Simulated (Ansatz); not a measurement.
I need a rigid scan of one bond length of Al₂H₆Si₂, SMILES [SiH3][Al]1[AlH][SiH2]1. Use Ansatz 0.2.0 through its Python package. Settings (for the species named): CAM-B3LYP, cc-pVDZ basis, multiplicity 1.

```xyz
10

Si   -1.4484    1.1897   -1.5782
Al   -0.0019    0.0020   -0.2453
Al    0.6523   -2.1983    0.8534
Si    1.6246   -0.1152    1.4926
H    -1.9324    0.3952   -2.7381
H    -2.6650    1.6425   -0.7885
H    -0.7959    2.4410   -2.0937
H     0.5883   -3.7605    1.0682
H     1.0884    0.3274    2.8630
H     2.9731    0.0250    1.1696
```

Script `scan_al2h6si2.py`:
```python
'''Stretching a bond of Al2H6Si2, the rest held rigid.'''

from dataclasses import dataclass
import warnings

import ansatz as az
from ase import Atoms
import matplotlib.pyplot as plt
import numpy as np


@dataclass(frozen=True)
class RunConfig:
    basis_set: str = 'cc-pVDZ'
    xc: str = 'cam_b3lyp'


opts = RunConfig()

warnings.simplefilter('ignore', az.DeckWarning)

atoms = Atoms(['Si', 'Al', 'Al', 'Si', 'H', 'H', 'H', 'H', 'H', 'H'], positions=[
    (-1.4484, 1.1897, -1.5782),
    (-0.0019, 0.002, -0.2453),
    (0.6523, -2.1983, 0.8534),
    (1.6246, -0.1152, 1.4926),
    (-1.9324, 0.3952, -2.7381),
    (-2.665, 1.6425, -0.7885),
    (-0.7959, 2.441, -2.0937),
    (0.5883, -3.7605, 1.0682),
    (1.0884, 0.3274, 2.863),
    (2.9731, 0.025, 1.1696),
])
mol = az.Crystal.molecule_from_ase(atoms)

symbols = [site.symbol for site in mol.cartesian_sites]
start = np.array([site.position_ang for site in mol.cartesian_sites])
axis = (start[0] - start[1]) / np.linalg.norm(start[0] - start[1])
moving = [0, 4, 5, 6]
lengths, energies = [1.95, 2.11, 2.3, 2.53, 2.87, 3.45, 4.14, 5.06], []
for length in lengths:
    xyz = start.copy()
    xyz[moving] += (length - np.linalg.norm(start[0] - start[1])) * axis
    point = az.Crystal.molecule()
    for symbol, place in zip(symbols, xyz):
        point = point.atom(symbol, place.tolist())
    job = point.calculation()
    job = job.basis(gaussian=opts.basis_set).functional(opts.xc)
    job = job.spin('collinear')
    report = job.run(threads=1, backend='cpu').report
    energies.append(report['free_energy_ev'])
    print(f'r = {length:6.3f} A  E = {energies[-1]:.5f} eV  <S^2> = {abs(report["mean_field"]["state"]["spin_squared"]):.3f}')

print('energy above the lowest point (eV):', [round(e - min(energies), 3) for e in energies])
plt.figure(figsize=(4.5, 3))
plt.plot(lengths, np.array(energies) - min(energies), 'o-')
plt.xlabel('bond length (A)')
plt.ylabel('E - E(min) (eV)')
plt.tight_layout()
plt.savefig('scan.png', dpi=100)
```

```console
$ python scan_al2h6si2.py
r =  1.950 A  E = -29042.20072 eV  <S^2> = 0.305
r =  2.110 A  E = -29043.40341 eV  <S^2> = 0.279
r =  2.300 A  E = -29044.02169 eV  <S^2> = 0.251
r =  2.530 A  E = -29044.12701 eV  <S^2> = 0.218
r =  2.870 A  E = -29043.71859 eV  <S^2> = 0.167
r =  3.450 A  E = -29042.66885 eV  <S^2> = 0.084
r =  4.140 A  E = -29041.97888 eV  <S^2> = 0.777
r =  5.060 A  E = -29041.78915 eV  <S^2> = 0.985
energy above the lowest point (eV): [1.926, 0.724, 0.105, 0.0, 0.408, 1.458, 2.148, 2.338]
```

The settings weren't tested for convergence. The rest of the molecule is held rigid at a force-field or estimated start geometry, and the basis set is modest; single-reference methods fail as a bond breaks. The expectation value of S² is noticeably off S(S+1) in at least one run, so that state is spin-contaminated. Timing: 4.7 min on 1 thread of Intel(R) Xeon(R) Processor @ 2.30GHz (shared host), peak memory 0.57 GiB.
